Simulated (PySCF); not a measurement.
# C5H9NO2: the cost of one run

Programs: PySCF 2.14.0, with routines of our own; each step states its level. All values are computed. Atoms count from 0.

## 1. The system as given

17 atoms, charge 0, multiplicity 1; geometry from: GFN2-xTB.

## 2. Circular dichroism and optical rotation: TDDFT wB97X-D/aug-cc-pVDZ

Job settings and geometry (Å):

```
{"job": {"kind": "ecd", "xc": "wB97X-D", "basis": "aug-cc-pVDZ", "nstates": 16}, "charge": 0, "multiplicity": 1}
C      2.514546     0.366288     0.427673
O      1.834996    -0.778860    -0.034076
C      0.517864    -0.841214     0.391702
C     -0.433238    -1.684016    -0.371873
C     -0.562911    -0.178201    -0.451294
C     -1.690534     0.468372     0.269680
N     -2.193909     1.573743    -0.339114
O     -2.121996     0.068113     1.330233
H      3.529163     0.300478     0.040431
H      2.541872     0.394351     1.523094
H      2.041135     1.285531     0.064320
H      0.382005    -0.768519     1.469309
H     -1.191162    -2.209285     0.187650
H     -0.064339    -2.194164    -1.246971
H     -0.242728     0.292017    -1.371763
H     -1.888597     1.879319    -1.244814
H     -2.979165     2.038077     0.085412
```

Level: TDDFT wB97X-D/aug-cc-pVDZ circular dichroism and optical rotation, one conformer, gas phase.

The run is started by

```
$ OMP_NUM_THREADS=1 python excited_run.py task.json out
```

The driver reads the jobs from task.json and runs them one after another.

**Question.** How long does this job take on 1 thread of Arm Neoverse V1, shared host, and how much memory does it need?

About 2.5 min, with a peak of 1.1 GiB.
